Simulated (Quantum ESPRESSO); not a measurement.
# TaAs (I4_1md) in Quantum ESPRESSO: settings compared

One crystal, TaAs, is run at these levels: PBEsol, PBE; tasks: single point.

Everything below comes from runs of Quantum ESPRESSO 7.5. Logs are shortened: lines on timing, memory, paths and dates and some standing lists are left out, and cuts for length are marked.

## 1. The crystal as given

It takes space group I4_1md (No. 109, tetragonal). The conventional cell has a = 3.444 Å, b = 3.444 Å, c = 11.736 Å, α = 90.00°, β = 90.00°, γ = 90.00°. Around Ta (site symmetry 2mm) lie 6 As at 2.61 to 2.62 Å. As (site symmetry 2mm) is surrounded by 6 Ta at 2.61 to 2.62 Å.

The cell is a database's computed one.

## 2. Single point, PBEsol

The input, pw.in:

```
&CONTROL
  calculation = 'scf'
  prefix = 'pwscf'
  outdir = './tmp'
  pseudo_dir = './pseudo'
  tprnfor = .true.
  tstress = .true.
  disk_io = 'low'
/
&SYSTEM
  ibrav = 0
  celldm(1) = 8
  nat = 4
  ntyp = 2
  ecutwfc = 56
  ecutrho = 448
  nbnd = 26
  occupations = 'smearing'
  smearing = 'fd'
  degauss = 0.00367493
/
&ELECTRONS
  conv_thr = 8d-10
  electron_maxstep = 120
  mixing_beta = 0.5
/
ATOMIC_SPECIES
Ta   180.9479 ta_pbesol_v1.uspp.F.UPF
As    74.9216 as_pbesol_v1.uspp.F.UPF
CELL_PARAMETERS alat
 -0.4067194615349   0.4067194615349   1.3861003023181
  0.4067194615349  -0.4067194615349   1.3861003023181
  0.4067194615349   0.4067194615349  -1.3861003023181
ATOMIC_POSITIONS crystal
Ta     0.4999673000    0.4999673000    0.0000000000
Ta     0.2499673000    0.7499673000    0.5000000000
As     0.0826321200    0.0826321200    0.0000000000
As     0.8326321200    0.3326321200    0.5000000000
K_POINTS automatic
11 11 11 0 0 0
```

The input, pp_density.in:

```
&INPUTPP
  prefix = 'pwscf'
  outdir = './tmp'
  filplot = 'density.dat'
  plot_num = 0
/
&PLOT
  nfile = 1
  filepp(1) = 'density.dat'
  iflag = 3
  output_format = 6
  fileout = 'density.cube'
/
```

The input, pp_potential.in:

```
&INPUTPP
  prefix = 'pwscf'
  outdir = './tmp'
  filplot = 'potential.dat'
  plot_num = 11
/
&PLOT
  nfile = 1
  filepp(1) = 'potential.dat'
  iflag = 3
  output_format = 6
  fileout = 'potential.cube'
/
```

Potentials or basis: GBRV 1.5 PBEsol.

Launch:

```console
$ OMP_NUM_THREADS=1 mpirun -n 2 pw.x -nk 2 -in pw.in > pw.out
$ OMP_NUM_THREADS=1 mpirun -n 1 pp.x -in pp_density.in > pp_density.out
$ OMP_NUM_THREADS=1 mpirun -n 1 pp.x -in pp_potential.in > pp_potential.out
```

pw.out:

```text
This program is part of the open-source Quantum ESPRESSO suite
     for quantum simulation of materials; please cite
         "P. Giannozzi et al., J. Phys.:Condens. Matter 21 395502 (2009);
         "P. Giannozzi et al., J. Phys.:Condens. Matter 29 465901 (2017);
         "P. Giannozzi et al., J. Chem. Phys. 152 154105 (2020);
     in publications or presentations arising from this work. More details at

     Message from routine setup:
     using ibrav=0 with symmetry is DISCOURAGED, use correct ibrav instead

     K-points division:     npool     =       2
     Subspace diagonalization in iterative solution of the eigenvalue problem:
     a serial algorithm will be used

     G-vector sticks info
     --------------------
     sticks:   dense  smooth     PW     G-vecs:    dense   smooth      PW
     Sum        3629    1813    581                75079    26593    4797

     Using Slab Decomposition

     bravais-lattice index     =            0
     lattice parameter (alat)  =       8.0000  a.u.
     unit-cell volume          =     469.5853 (a.u.)^3
     number of atoms/cell      =            4
     number of atomic types    =            2
     number of electrons       =        36.00
     number of Kohn-Sham states=           26
     kinetic-energy cutoff     =      56.0000  Ry
     charge density cutoff     =     448.0000  Ry
     scf convergence threshold =      8.0E-10
     mixing beta               =       0.5000
     number of iterations used =            8  plain     mixing
     Exchange-correlation= SLA  PW   PSX  PSC
                           (   1   4  10   8   0   0   0)

     celldm(1)=   8.000000  celldm(2)=   0.000000  celldm(3)=   0.000000
     celldm(4)=   0.000000  celldm(5)=   0.000000  celldm(6)=   0.000000

     crystal axes: (cart. coord. in units of alat)
               a(1) = (  -0.406719   0.406719   1.386100 )
               a(2) = (   0.406719  -0.406719   1.386100 )
               a(3) = (   0.406719   0.406719  -1.386100 )

     reciprocal axes: (cart. coord. in units 2 pi/alat)
               b(1) = (  0.000000  1.229349  0.360724 )
               b(2) = (  1.229349  0.000000  0.360724 )
               b(3) = (  1.229349  1.229349  0.000000 )

     PseudoPot. # 1 for Ta read from file:
     ta_pbesol_v1.uspp.F.UPF
     Pseudo is Ultrasoft + core correction, Zval = 13.0
     Generated by new atomic code, or converted to UPF format
     Using radial grid of  921 points,  7 beta functions with:
                l(1) =   0
                l(2) =   0
                l(3) =   1
                l(4) =   1
                l(5) =   2
                l(6) =   2
                l(7) =   3
     Q(r) pseudized with  6 coefficients,  rinner =    1.300   1.300   1.300
                                                       1.300   1.300   1.300
                                                       1.300

     PseudoPot. # 2 for As read from file:
     as_pbesol_v1.uspp.F.UPF
     Pseudo is Ultrasoft + core correction, Zval =  5.0
     Generated by new atomic code, or converted to UPF format
     Using radial grid of  875 points,  6 beta functions with:
                l(1) =   0
                l(2) =   0
                l(3) =   1
                l(4) =   1
                l(5) =   2
                l(6) =   2
     Q(r) pseudized with  8 coefficients,  rinner =    1.300   1.300   1.300
                                                       1.300   1.300

     atomic species   valence    mass     pseudopotential
     Ta               13.00   180.94790     Ta( 1.00)
     As                5.00    74.92160     As( 1.00)

      8 Sym. Ops. (no inversion) found ( 4 have fractional translation)

   Cartesian axes

     site n.     atom                  positions (alat units)
         1        Ta     tau(   1) = (  -0.0000000   0.0000000   1.3860097  )
         2        Ta     tau(   2) = (   0.4067195  -0.0000000   0.6929595  )
         3        As     tau(   3) = (  -0.0000000   0.0000000   0.2290728  )
         4        As     tau(   4) = (   0.0000000   0.4067195   0.9221230  )

     number of k points=   126  Fermi-Dirac smearing, width (Ry)=  0.0037

     Number of k-points >= 100: set verbosity='high' to print them.

     Dense  grid:    75079 G-vectors     FFT dimensions: (  96,  96,  90)

     Smooth grid:    26593 G-vectors     FFT dimensions: (  60,  60,  60)

     Initial potential from superposition of free atoms

     starting charge      35.9975, renormalised to      36.0000

     negative rho (up, down):  1.875E-01 0.000E+00
     Starting wfcs are   34 randomized atomic wfcs

     Self-consistent Calculation

     iteration #  1     ecut=    56.00 Ry     beta= 0.50
     Davidson diagonalization with overlap
     ethr =  1.00E-02,  avg # of iterations =  2.0

     Threshold (ethr) on eigenvalues was too large:
     Diagonalizing with lowered threshold

     Davidson diagonalization with overlap
     ethr =  2.15E-04,  avg # of iterations =  3.4

     negative rho (up, down):  1.924E-01 0.000E+00

     total energy              =    -363.62886498 Ry
     estimated scf accuracy    <       0.08279516 Ry

     iteration #  2     ecut=    56.00 Ry     beta= 0.50
     Davidson diagonalization with overlap
     ethr =  2.30E-04,  avg # of iterations =  2.0

     negative rho (up, down):  1.948E-01 0.000E+00

     total energy              =    -363.64501925 Ry
     estimated scf accuracy    <       0.01415251 Ry

     iteration #  3     ecut=    56.00 Ry     beta= 0.50
     Davidson diagonalization with overlap
     ethr =  3.93E-05,  avg # of iterations =  2.2

     negative rho (up, down):  1.976E-01 0.000E+00

     total energy              =    -363.64709595 Ry
     estimated scf accuracy    <       0.00177488 Ry

     iteration #  4     ecut=    56.00 Ry     beta= 0.50
     Davidson diagonalization with overlap
     ethr =  4.93E-06,  avg # of iterations =  4.3

     negative rho (up, down):  1.981E-01 0.000E+00

     total energy              =    -363.64714702 Ry
     estimated scf accuracy    <       0.00009566 Ry

     iteration #  5     ecut=    56.00 Ry     beta= 0.50
     Davidson diagonalization with overlap
     ethr =  2.66E-07,  avg # of iterations =  3.7

     negative rho (up, down):  1.982E-01 0.000E+00

     total energy              =    -363.64717617 Ry
     estimated scf accuracy    <       0.00000456 Ry

     iteration #  6     ecut=    56.00 Ry     beta= 0.50
     Davidson diagonalization with overlap
     ethr =  1.27E-08,  avg # of iterations =  5.5

     negative rho (up, down):  1.982E-01 0.000E+00

     total energy              =    -363.64718118 Ry
     estimated scf accuracy    <       0.00000019 Ry

     iteration #  7     ecut=    56.00 Ry     beta= 0.50
     Davidson diagonalization with overlap
     ethr =  5.26E-10,  avg # of iterations =  4.6

     negative rho (up, down):  1.982E-01 0.000E+00

     total energy              =    -363.64718131 Ry
     estimated scf accuracy    <       0.00000010 Ry

     iteration #  8     ecut=    56.00 Ry     beta= 0.50
     Davidson diagonalization with overlap
     ethr =  2.82E-10,  avg # of iterations =  2.0

     negative rho (up, down):  1.982E-01 0.000E+00

     total energy              =    -363.64718134 Ry
     estimated scf accuracy    <          6.2E-09 Ry

     iteration #  9     ecut=    56.00 Ry     beta= 0.50
     Davidson diagonalization with overlap
     ethr =  1.72E-11,  avg # of iterations =  3.1

     negative rho (up, down):  1.982E-01 0.000E+00

     End of self-consistent calculation

     Number of k-points >= 100: set verbosity='high' to print the bands.

     the Fermi energy is    14.9421 ev

!    total energy              =    -363.64718134 Ry
     estimated scf accuracy    <          1.4E-10 Ry
     smearing contrib. (-TS)   =      -0.00034455 Ry
     internal energy E=F+TS    =    -363.64683679 Ry

     The total energy is F=E-TS. E is the sum of the following terms:
     one-electron contribution =     -46.74655077 Ry
     hartree contribution      =      39.88119225 Ry
     xc contribution           =    -146.90406626 Ry
     ewald contribution        =    -209.87741202 Ry

     convergence has been achieved in   9 iterations

     negative rho (up, down):  1.982E-01 0.000E+00

     Forces acting on atoms (cartesian axes, Ry/au):

     atom    1 type  1   force =    -0.00000000   -0.00000000    0.00082719
     atom    2 type  1   force =    -0.00000000    0.00000000    0.00082719
     atom    3 type  2   force =    -0.00000000   -0.00000000   -0.00082719
     atom    4 type  2   force =    -0.00000000   -0.00000000   -0.00082719

     Total force =     0.001654     Total SCF correction =     0.000002

     Computing stress (Cartesian axis) and pressure

     negative rho (up, down):  1.982E-01 0.000E+00
          total   stress  (Ry/bohr**3)                   (kbar)     P=      -31.59
  -0.00019741   0.00000000   0.00000000          -29.04        0.00        0.00
  -0.00000000  -0.00019741   0.00000000           -0.00      -29.04        0.00
   0.00000000   0.00000000  -0.00024935            0.00        0.00      -36.68

=------------------------------------------------------------------------------=
   JOB DONE.
=------------------------------------------------------------------------------=
```

Wall time 3.6 min (2 MPI ranks of Arm Neoverse V2, shared host); peak memory 0.84 GiB.

What came out:

```yaml
Free_energy: -4947.6720 eV
Pressure: -3.2 GPa
Largest_force: 0.021 eV/Å
Band_gap_on_the_k_mesh: none (metal or under the smearing width)
```

Forces on the atoms (eV/Å):
```
Ta   0.000  0.000  0.021
Ta   0.000  0.000  0.021
As   0.000  0.000 -0.021
As   0.000  0.000 -0.021
```

## 3. Single point, PBE

The input, pw.in:

```
&CONTROL
  calculation = 'scf'
  prefix = 'pwscf'
  outdir = './tmp'
  pseudo_dir = './pseudo'
  tprnfor = .true.
  tstress = .true.
  disk_io = 'nowf'
/
&SYSTEM
  ibrav = 0
  nat = 4
  ntyp = 2
  ecutwfc = 55
  ecutrho = 440
  nbnd = 26
  occupations = 'smearing'
  smearing = 'fd'
  degauss = 0.00367493
/
&ELECTRONS
  conv_thr = 8d-10
  electron_maxstep = 120
  mixing_beta = 0.5
/
ATOMIC_SPECIES
Ta   180.9479 Ta_pbe_v1.uspp.F.UPF
As    74.9216 As.pbe-n-rrkjus_psl.0.2.UPF
CELL_PARAMETERS angstrom
  -1.7218133622    1.7218133622    5.8679415361
   1.7218133622   -1.7218133622    5.8679415361
   1.7218133622    1.7218133622   -5.8679415361
ATOMIC_POSITIONS crystal
Ta     0.4999673000    0.4999673000    0.0000000000
Ta     0.2499673000    0.7499673000    0.5000000000
As     0.0826321200    0.0826321200    0.0000000000
As     0.8326321200    0.3326321200    0.5000000000
K_POINTS automatic
11 11 11 0 0 0
```

Potentials or basis: SSSP 1.3 efficiency PBE.

Launch:

```console
$ OMP_NUM_THREADS=1 mpirun -n 2 pw.x -nk 2 -in pw.in > pw.out
```

pw.out:

```text
This program is part of the open-source Quantum ESPRESSO suite
     for quantum simulation of materials; please cite
         "P. Giannozzi et al., J. Phys.:Condens. Matter 21 395502 (2009);
         "P. Giannozzi et al., J. Phys.:Condens. Matter 29 465901 (2017);
         "P. Giannozzi et al., J. Chem. Phys. 152 154105 (2020);
     in publications or presentations arising from this work. More details at

     Message from routine setup:
     using ibrav=0 with symmetry is DISCOURAGED, use correct ibrav instead

     K-points division:     npool     =       2
     Subspace diagonalization in iterative solution of the eigenvalue problem:
     a serial algorithm will be used

     G-vector sticks info
     --------------------
     sticks:   dense  smooth     PW     G-vecs:    dense   smooth      PW
     Sum        3577    1793    561                73335    26001    4629
[... 168 lines left out ...]
     Davidson diagonalization with overlap
     ethr =  5.17E-12,  avg # of iterations =  2.0

     negative rho (up, down):  1.998E-01 0.000E+00

     End of self-consistent calculation

     Number of k-points >= 100: set verbosity='high' to print the bands.

     the Fermi energy is    15.1102 ev

!    total energy              =    -320.31930042 Ry
     estimated scf accuracy    <          1.9E-11 Ry
     smearing contrib. (-TS)   =      -0.00034017 Ry
     internal energy E=F+TS    =    -320.31896025 Ry

     The total energy is F=E-TS. E is the sum of the following terms:
     one-electron contribution =     -47.08493683 Ry
     hartree contribution      =      39.84809788 Ry
     xc contribution           =    -103.20470929 Ry
     ewald contribution        =    -209.87741202 Ry

     convergence has been achieved in   9 iterations

     negative rho (up, down):  1.998E-01 0.000E+00

     Forces acting on atoms (cartesian axes, Ry/au):

     atom    1 type  1   force =    -0.00000000   -0.00000000    0.00077603
     atom    2 type  1   force =    -0.00000000   -0.00000000    0.00077603
     atom    3 type  2   force =     0.00000000    0.00000000   -0.00077603
     atom    4 type  2   force =    -0.00000000   -0.00000000   -0.00077603

     Total force =     0.001552     Total SCF correction =     0.000000

     Computing stress (Cartesian axis) and pressure

     negative rho (up, down):  1.998E-01 0.000E+00
          total   stress  (Ry/bohr**3)                   (kbar)     P=       26.71
   0.00020941   0.00000000   0.00000000           30.81        0.00        0.00
   0.00000000   0.00020941  -0.00000000            0.00       30.81       -0.00
   0.00000000  -0.00000000   0.00012591            0.00       -0.00       18.52

=------------------------------------------------------------------------------=
   JOB DONE.
=------------------------------------------------------------------------------=
```

It took 3.1 min on 2 MPI ranks of Arm Neoverse V2, shared host; peak memory 0.84 GiB.

What came out:

```
Free energy            : -4358.1661 eV
Pressure               : 2.7 GPa
Largest force          : 0.020 eV/Å
Band gap on the k mesh : none (metal or under the smearing width)
```

Forces in eV/Å, atoms in the order of the input:
```
Ta   0.000  0.000  0.020
Ta   0.000  0.000  0.020
As   0.000  0.000 -0.020
As   0.000  0.000 -0.020
```

Levels at points of the mesh, in eV from the Fermi level:
```tsv
k point	band 16	band 17	band 18	band 19	band 20	band 21
(0.00, 0.00, 0.00)	-1.92	-1.61	-1.61	0.93	1.64	2.33
```
